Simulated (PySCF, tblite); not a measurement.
# C₆H₉FN radical: geometry, infrared bands and EPR parameters

What infrared bands and EPR parameters should C₆H₉FN radical (`CC/N=C1/CC[C]1F`) show?

Computed with tblite 0.8.0 and PySCF 2.14.0, with density-fitted response routines of our own, on a single molecule in the gas phase. Atoms are numbered from 0 throughout.

## (1) The molecule as given

17 atoms, charge 0, multiplicity 2; geometry from: force field or distance geometry start.

Bonds of the start (Å): C0–C1 1.49, C1–N2 1.41, N2–C3 1.28, C3–C4 1.51, C4–C5 1.55, C5–C6 1.54, C6–F7 1.41, C6–C3 1.49, C0–H8 1.09, C0–H9 1.12, C0–H10 1.11, C1–H11 1.12, C1–H12 1.14, C4–H13 1.09, C4–H14 1.11, C5–H15 1.09, C5–H16 1.09.

## (2) Optimising the geometry with GFN2-xTB

The job: settings as JSON, then the geometry in Å.

```
{"job": {"kind": "relax", "xc": "GFN2-xTB", "basis": "xTB"}, "charge": 0, "multiplicity": 2}
C      2.298100     0.424200    -0.048400
C      1.682000    -0.884400     0.311500
N      0.426100    -0.841500     0.953400
C     -0.520100    -0.212400     0.355800
C     -1.964700     0.045200     0.709300
C     -2.179200    -0.088800    -0.817500
C     -0.779700     0.556900    -0.889800
F     -0.846000     1.914600    -0.531000
H      1.702500     1.039300    -0.725400
H      3.255400     0.184300    -0.568800
H      2.603300     0.993000     0.858300
H      1.695200    -1.549600    -0.593300
H      2.385600    -1.376000     1.066900
H     -2.499200    -0.775100     1.188400
H     -2.128300     1.078900     1.075000
H     -2.214800    -1.117400    -1.177300
H     -2.923100     0.620900    -1.177100
```

On the command line:

```bash
$ OMP_NUM_THREADS=1 python probes_run.py task.json out
```

One launch serves the whole session: the jobs run in the order shown.

Output:

```text
step      E/eV     max force
  0    -678.62201    3.749
  1    -678.87396    4.891
  2    -679.07811    1.036
  3    -679.18723    1.043
  4    -679.31613    0.835
  5    -679.34975    0.739
  6    -679.41937    0.904
  7    -679.45680    0.841
  8    -679.49155    0.507
  9    -679.51938    0.492
 10    -679.55578    0.624
 11    -679.59540    0.690
 12    -679.64183    0.563
 13    -679.69465    0.599
 14    -679.75508    0.896
 15    -679.82044    0.966
 16    -679.83620    1.501
 17    -679.82869    2.106
 18    -679.92423    0.359
 19    -679.94093    0.342
 20    -679.97912    0.537
 21    -679.99642    0.377
 22    -680.03395    0.452
 23    -680.05688    0.546
 24    -680.07289    0.408
 25    -680.09535    0.370
 26    -680.12566    0.380
 27    -680.14277    0.449
 28    -680.16071    0.440
 29    -680.17905    0.301
 30    -680.19639    0.241
 31    -680.20932    0.344
 32    -680.22010    0.387
 33    -680.22980    0.308
 34    -680.23608    0.217
 35    -680.24141    0.171
 36    -680.24517    0.201
 37    -680.24958    0.186
 38    -680.25321    0.170
 39    -680.25784    0.186
 40    -680.26301    0.285
 41    -680.26968    0.355
 42    -680.27611    0.252
 43    -680.28069    0.143
 44    -680.28340    0.131
 45    -680.28566    0.177
 46    -680.28828    0.194
 47    -680.29111    0.249
 48    -680.29356    0.160
 49    -680.29551    0.130
 50    -680.29711    0.151
 51    -680.29876    0.131
 52    -680.30068    0.098
 53    -680.30276    0.127
 54    -680.30496    0.130
 55    -680.30714    0.097
 56    -680.30933    0.112
 57    -680.31193    0.151
 58    -680.31537    0.201
 59    -680.31940    0.190
 60    -680.32264    0.122
 61    -680.32470    0.098
 62    -680.32613    0.177
 63    -680.32804    0.109
 64    -680.32982    0.095
 65    -680.33103    0.057
 66    -680.33151    0.054
 67    -680.33203    0.058
 68    -680.33240    0.042
 69    -680.33267    0.040
 70    -680.33288    0.043
 71    -680.33311    0.046
 72    -680.33339    0.058
 73    -680.33376    0.065
 74    -680.33423    0.057
 75    -680.33478    0.050
 76    -680.33536    0.051
 77    -680.33586    0.054
 78    -680.33627    0.049
 79    -680.33663    0.051
 80    -680.33703    0.051
 81    -680.33743    0.049
 82    -680.33776    0.032
 83    -680.33797    0.040
 84    -680.33816    0.041
 85    -680.33835    0.034
 86    -680.33852    0.027
 87    -680.33865    0.028
 88    -680.33878    0.034
 89    -680.33895    0.039
 90    -680.33919    0.044
 91    -680.33947    0.050
 92    -680.33983    0.060
 93    -680.34031    0.068
 94    -680.34106    0.074
 95    -680.34214    0.086
 96    -680.34348    0.098
 97    -680.34486    0.098
 98    -680.34649    0.109
 99    -680.34810    0.125
100    -680.35034    0.118
101    -680.35185    0.119
102    -680.35297    0.108
103    -680.35430    0.095
104    -680.35587    0.096
105    -680.35675    0.047
106    -680.35715    0.068
107    -680.35743    0.046
108    -680.35774    0.048
109    -680.35803    0.038
110    -680.35836    0.047
111    -680.35868    0.040
112    -680.35893    0.034
113    -680.35915    0.035
114    -680.35934    0.030
115    -680.35955    0.032
116    -680.35977    0.035
117    -680.36000    0.042
118    -680.36001    0.064
119    -680.36030    0.071
120    -680.36048    0.036
121    -680.36068    0.034
122    -680.36105    0.031
123    -680.36121    0.036
124    -680.36136    0.027
125    -680.36149    0.027
126    -680.36163    0.025
127    -680.36184    0.038
128    -680.36209    0.048
129    -680.36231    0.038
130    -680.36254    0.040
131    -680.36280    0.042
132    -680.36323    0.064
133    -680.36394    0.082
134    -680.36471    0.087
135    -680.36572    0.077
136    -680.36607    0.108
137    -680.36659    0.103
138    -680.36750    0.054
139    -680.36790    0.049
140    -680.36871    0.050
141    -680.36898    0.026
142    -680.36914    0.031
143    -680.36923    0.018
144    -680.36933    0.019
145    -680.36941    0.021
146    -680.36949    0.025
147    -680.36957    0.026
148    -680.36965    0.020
149    -680.36971    0.025
150    -680.36976    0.019
151    -680.36979    0.018
152    -680.36984    0.019
153    -680.36989    0.016
154    -680.36996    0.020
155    -680.37006    0.030
156    -680.37016    0.028
157    -680.37027    0.015
158    -680.37032    0.023
159    -680.37037    0.021
160    -680.37040    0.018
161    -680.37043    0.012
162    -680.37046    0.011
163    -680.37047    0.009
```

Wall time 0.88 s (1 thread of Arm Neoverse V2, shared host).

Relaxation path: (not every step is listed)

```tsv
step	energy from step 0 (eV)	largest force (eV/Å)
0	0.0000	3.7493
1	-0.2519	4.8908
2	-0.4561	1.0358
3	-0.5652	1.0434
4	-0.6941	0.8347
5	-0.7277	0.7388
6	-0.7974	0.9041
7	-0.8348	0.8412
8	-0.8695	0.5067
23	-1.4349	0.5456
38	-1.6312	0.1698
53	-1.6807	0.1273
68	-1.7104	0.0420
83	-1.7160	0.0397
98	-1.7245	0.1087
113	-1.7371	0.0352
128	-1.7401	0.0475
143	-1.7472	0.0177
158	-1.7483	0.0230
159	-1.7484	0.0206
160	-1.7484	0.0185
161	-1.7484	0.0122
162	-1.7484	0.0109
163	-1.7485	0.0086
```

Distances of close pairs at the start and the end, largest changes first:

```tsv
bond	before (Å)	after (Å)	change (Å)
C3–C6	1.487	1.400	-0.087
C6–F7	1.406	1.340	-0.065
C5–C6	1.543	1.484	-0.059
C1–H12	1.143	1.098	-0.046
C0–C1	1.490	1.529	+0.038
C0–H9	1.116	1.087	-0.029
C0–H10	1.113	1.086	-0.027
C1–H11	1.123	1.100	-0.023
```

The next job starts from the end point, and lists it.

## (3) Vibrational analysis with GFN2-xTB

The job: settings as JSON, then the geometry in Å.

```
{"job": {"kind": "ir", "xc": "GFN2-xTB", "basis": "xTB"}, "charge": 0, "multiplicity": 2}
C      2.752747     0.557445     0.509221
C      1.721243    -0.479514     0.064349
N      0.509514    -0.292360     0.795370
C     -0.616550    -0.186676     0.185363
C     -2.012944     0.013469     0.754232
C     -2.548722     0.023839    -0.699354
C     -1.137957    -0.177612    -1.113789
F     -0.625358    -0.270385    -2.348903
H      2.428064     1.554278     0.221397
H      3.713396     0.350174     0.045098
H      2.860802     0.527703     1.589640
H      1.587481    -0.440114    -1.026415
H      2.096797    -1.476715     0.327481
H     -2.364962    -0.811576     1.367203
H     -2.139153     0.947233     1.294952
H     -3.230356    -0.790284    -0.952400
H     -3.001040     0.963126    -1.023355
```

Output:

```text
mode    cm-1     km/mol
  1      24.4      0.51
  2      80.5      6.90
  3     141.4      4.38
  4     177.1      1.10
  5     205.1      1.55
  6     223.6      1.12
  7     339.3      3.00
  8     379.1      1.74
  9     463.2      0.50
 10     496.4      4.85
 11     678.9     28.97
 12     765.9     10.91
 13     779.7      9.84
 14     837.3     10.16
 15     957.1     26.84
 16     967.9      0.26
 17    1002.0     17.76
 18    1016.1      4.53
 19    1045.7     33.90
 20    1074.2      5.00
 21    1112.2     10.41
 22    1120.6      0.20
 23    1161.1     47.42
 24    1179.7     34.98
 25    1196.2     10.71
 26    1230.8      2.04
 27    1260.1     49.52
 28    1322.5     14.17
 29    1388.3    127.88
 30    1394.3     17.43
 31    1433.3      5.45
 32    1449.4      3.17
 33    1457.5     22.62
 34    1482.5      4.51
 35    1496.9      3.17
 36    1578.2      3.68
 37    2873.9     54.36
 38    2902.4     31.73
 39    2947.1     12.05
 40    2973.3     28.25
 41    3027.0     20.26
 42    3033.7     18.71
 43    3039.2     40.92
 44    3040.8     26.96
 45    3055.2     22.92
```

Run time: 0.44 s. Hardware: 1 thread of Arm Neoverse V2, shared host.

The strongest bands and the atoms that carry them (share of the mass-weighted mode):

```tsv
cm⁻¹	km/mol	atoms
1046	33.9	C4 21 %, C3 19 %, C1 12 %
1161	47.4	C1 30 %, N2 20 %, H11 15 %, H10 11 %
1180	35.0	C4 28 %, H13 22 %, H14 21 %, C6 14 %
1260	49.5	C6 37 %, C5 23 %
1388	127.9	C6 51 %
2874	54.4	H11 80 %, H12 12 %
2902	31.7	H12 81 %, H11 14 %
3039	40.9	H9 88 %
```

## (4) EPR parameters: B3LYP/pcH-1

Settings changed since step 3:

```diff
@@ -1,2 +1,2 @@
-{"job": {"kind": "ir", "xc": "GFN2-xTB", "basis": "xTB"}, "charge": 0, "multiplicity": 2}
+{"job": {"kind": "epr", "basis": "pcH-1"}, "charge": 0, "multiplicity": 2}
 C      2.752747     0.557445     0.509221
```

Method: UKS B3LYP, pcH-1 on C F H N, non-relativistic, mean-field spin-orbit, GIAO.

Output:

```text
UKS, coarse grid
  cycle   1  E = -388.48958613  |g| = 4.59e-01
  cycle   2  E = -388.30271085  |g| = 8.03e-01
  cycle   3  E = -388.57442341  |g| = 1.56e-01
  cycle   4  E = -388.58456513  |g| = 6.10e-02
  cycle   5  E = -388.58626661  |g| = 1.79e-02
  cycle   6  E = -388.58643948  |g| = 8.34e-03
  cycle   7  E = -388.58649577  |g| = 3.46e-03
  cycle   8  E = -388.58650598  |g| = 1.79e-03
  cycle   9  E = -388.58650821  |g| = 4.31e-04
UKS, final grid
  cycle   1  E = -388.58648203  |g| = 5.65e-04
  cycle   2  E = -388.58648185  |g| = 9.03e-04
  cycle   3  E = -388.58648220  |g| = 7.18e-05
  cycle   4  E = -388.58648221  |g| = 4.73e-05
  cycle   5  E = -388.58648221  |g| = 2.24e-05
E = -388.58648221 Eh   <S^2> = 0.7718 (exact 0.7500)
g shifts (ppm)      1          2          3
  rmc          -214       -214       -214
  gc             -7         50         38
  oz_so         -74       2033       3805
  total        -295       1870       3630
hyperfine (MHz)  atom isotope    a_iso     a_fc   dipolar eigenvalues
    0   13C      22.87      22.87     -2.27     -2.20      4.47
    1   13C     -16.60     -16.60     -1.52      0.20      1.32
    2   14N      18.74      18.74    -22.21    -22.01     44.21
    3   13C     -44.31     -44.31    -24.67      6.32     18.35
    4   13C       1.39       1.39     -1.27     -0.32      1.59
    5   13C     -25.35     -25.35     -2.20      0.45      1.76
    6   13C      78.29      78.29    -59.80    -55.85    115.65
    7   19F     115.79     115.79   -181.27   -157.40    338.68
    8    1H      -1.74      -1.74     -2.52     -1.45      3.96
    9    1H       4.15       4.15     -1.69     -1.05      2.75
   10    1H      -0.78      -0.78     -2.52     -1.73      4.25
   11    1H       1.77       1.77     -3.75     -0.18      3.93
   12    1H      66.28      66.28     -3.45     -2.31      5.76
   13    1H      -9.28      -9.28     -2.42     -0.69      3.11
   14    1H     -10.27     -10.27     -2.45     -0.68      3.12
   15    1H      84.44      84.44     -3.20     -2.78      5.98
   16    1H      84.12      84.12     -3.17     -2.74      5.91
```

It took 89 s on 1 thread of Arm Neoverse V2, shared host; peak memory 0.97 GiB.

Principal g values 2.00202, 2.00419, 2.00595; g(iso) = 2.00405, against 2.00232 for a free electron.

Hyperfine couplings; where a row names several nuclei, a(iso) is their mean (it holds for fast rotation or exchange) and the dipolar term the largest among them:

```tsv
nuclei	isotope	a(iso) (MHz)	a(iso) (G, at g = 2.0023)	largest dipolar term (MHz)
F7	19F	115.8	41.3	338.7
H15, H16	1H	84.3	30.1	6.0
C6	13C	78.3	27.9	115.7
C3	13C	-44.3	-15.8	-24.7
H11, H12	1H	34.0	12.1	5.8
C5	13C	-25.3	-9.0	-2.2
C0	13C	22.9	8.2	4.5
N2	14N	18.7	6.7	44.2
C1	13C	-16.6	-5.9	-1.5
H13, H14	1H	-9.8	-3.5	3.1
C4	13C	1.4	0.5	1.6
H8, H9, H10	1H	0.5	0.2	4.3
```

Mulliken spin populations:

C0 0.02; C1 -0.03; N2 0.48; C3 -0.19; C4 0.01; C5 -0.06; C6 0.61; F7 0.05; H8 0.00; H9 0.00; H10 0.00; H11 0.00; H12 0.03; H13 0.00; H14 0.00; H15 0.04; H16 0.04

In first order the couplings over 0.8 MHz of 19F, 1H, 14N give 162 distinct lines over 146.1 G, if the averaged nuclei exchange fast; the same motion can average rows kept apart here too.

The fields below are evaluated on a grid from the run's orbitals.

ELF in a plane through or near 7 of the atoms.

Values, 10 rows by 14 columns:
```
0.00 0.00 0.00 0.00 0.00 0.00 0.00 0.00 0.00 0.00 0.00 0.00 0.00 0.00
0.00 0.00 0.00 0.00 0.00 0.00 0.00 0.00 0.00 0.00 0.00 0.00 0.00 0.00
0.00 0.00 0.00 0.07 0.04 0.00 0.05 0.00 0.05 0.08 0.03 0.00 0.00 0.00
0.00 0.00 0.17 0.99 0.88 0.08 0.89 0.09 0.38 0.67 0.22 0.01 0.00 0.00
0.00 0.00 0.10 0.73 0.69 0.18 0.46 0.67 0.93 0.17 0.52 0.04 0.00 0.00
0.00 0.03 0.98 0.98 0.82 0.33 0.31 0.53 0.62 0.61 0.52 0.75 0.05 0.00
0.00 0.00 0.83 0.70 0.11 0.99 0.46 0.11 0.25 0.68 0.54 0.62 0.02 0.00
0.00 0.00 0.00 0.00 0.03 0.86 0.01 0.82 0.79 0.24 0.01 0.01 0.00 0.00
0.00 0.00 0.00 0.00 0.00 0.00 0.00 0.13 0.30 0.07 0.00 0.00 0.00 0.00
0.00 0.00 0.00 0.00 0.00 0.00 0.00 0.00 0.00 0.00 0.00 0.00 0.00 0.00
```
The map spans 12.6 Å across and 9.7 Å up, centred on the molecule. Atoms in the plane (x, y in Å): C3 (0.6, 0.2), C4 (1.9, 1.0), C5 (2.6, -0.3), C6 (1.3, -1.0), F7 (0.9, -2.3), H10 (-3.1, 1.3), H11 (-1.4, -1.3).

log10 of the density (e/Å³) in the same plane.

Values, 10 rows by 14 columns:
```
-4.0 -4.0 -4.0 -4.0 -4.0 -4.0 -4.0 -4.0 -4.0 -4.0 -4.0 -4.0 -4.0 -4.0
-4.0 -4.0 -4.0 -4.0 -4.0 -4.0 -4.0 -4.0 -3.6 -3.4 -3.7 -4.0 -4.0 -4.0
-4.0 -4.0 -3.4 -2.7 -2.7 -2.9 -2.6 -2.7 -2.0 -1.8 -2.2 -3.4 -4.0 -4.0
-4.0 -3.8 -2.2 -1.0 -1.0 -1.4 -0.8 -1.2 -0.6 -0.2 -1.1 -2.6 -4.0 -4.0
-4.0 -3.1 -1.6 -0.4 -0.1 -0.5  0.5  0.1  0.2  0.4 -0.5 -1.9 -3.0 -4.0
-4.0 -2.8 -1.0  0.0  0.0  0.2 -0.4  0.0  0.1  0.1  0.3 -0.9 -2.4 -4.0
-4.0 -3.3 -1.9 -1.3 -1.2  0.0 -0.9 -0.8  0.3 -0.3 -0.6 -1.4 -2.6 -4.0
-4.0 -4.0 -3.4 -3.0 -2.3 -1.6 -1.7 -0.1  0.8 -1.0 -2.3 -2.8 -3.7 -4.0
-4.0 -4.0 -4.0 -4.0 -3.8 -3.4 -2.9 -1.5 -1.1 -2.1 -3.9 -4.0 -4.0 -4.0
-4.0 -4.0 -4.0 -4.0 -4.0 -4.0 -4.0 -4.0 -3.9 -4.0 -4.0 -4.0 -4.0 -4.0
```
The map spans 12.6 Å across and 9.7 Å up, centred on the molecule. Atoms in the plane (x, y in Å): C3 (0.6, 0.2), C4 (1.9, 1.0), C5 (2.6, -0.3), C6 (1.3, -1.0), F7 (0.9, -2.3), H10 (-3.1, 1.3), H11 (-1.4, -1.3).

On the surface of density 0.002 e/bohr³ the electrostatic potential runs, from the 1st to the 99th percentile, from -1.68 V near N2 to 0.89 V near H15.

The spin density lies nearest to C6 38 %; N2 31 %; C3 9 % (beta excess); F7 6 %.

## (5) Outcome

| quantity | value |
| --- | --- |
| strongest single infrared mode (GFN2-xTB) | 1388 cm⁻¹, 128 km/mol |
| zero-point energy (GFN2-xTB) | 85.5 kcal/mol |
| g(iso) (B3LYP) | 2.00405 |
| ⟨S²⟩ | 0.772 (exact 0.75) |
| largest a(iso) (averaged by class) | 19F on F7, 115.8 MHz |
| potential on the surface of density 0.002 e/bohr³, 1st and 99th percentile | -1.68 V and 0.89 V |

What this shows: Relaxing lowered the energy by 1.748 eV in 163 steps; the close pair that moved most is C3–C6, from 1.487 to 1.400 Å. No mode is imaginary among the 45: a minimum at this level. The strongest single mode, at 1388 cm⁻¹, moves mainly C6. Unscaled tight-binding wavenumbers are off by several per cent, some by more. Its intensities can rank the bands wrongly. The largest spin populations lie on C6 (0.61 e), N2 (0.48 e). The isotropic g lies 1.7 ppt above the free-electron value. These values are for one conformer; the search (at its own cheap level) found 2 more, at 0.13, 0.39 kcal/mol, and measured spectra average over such forms.
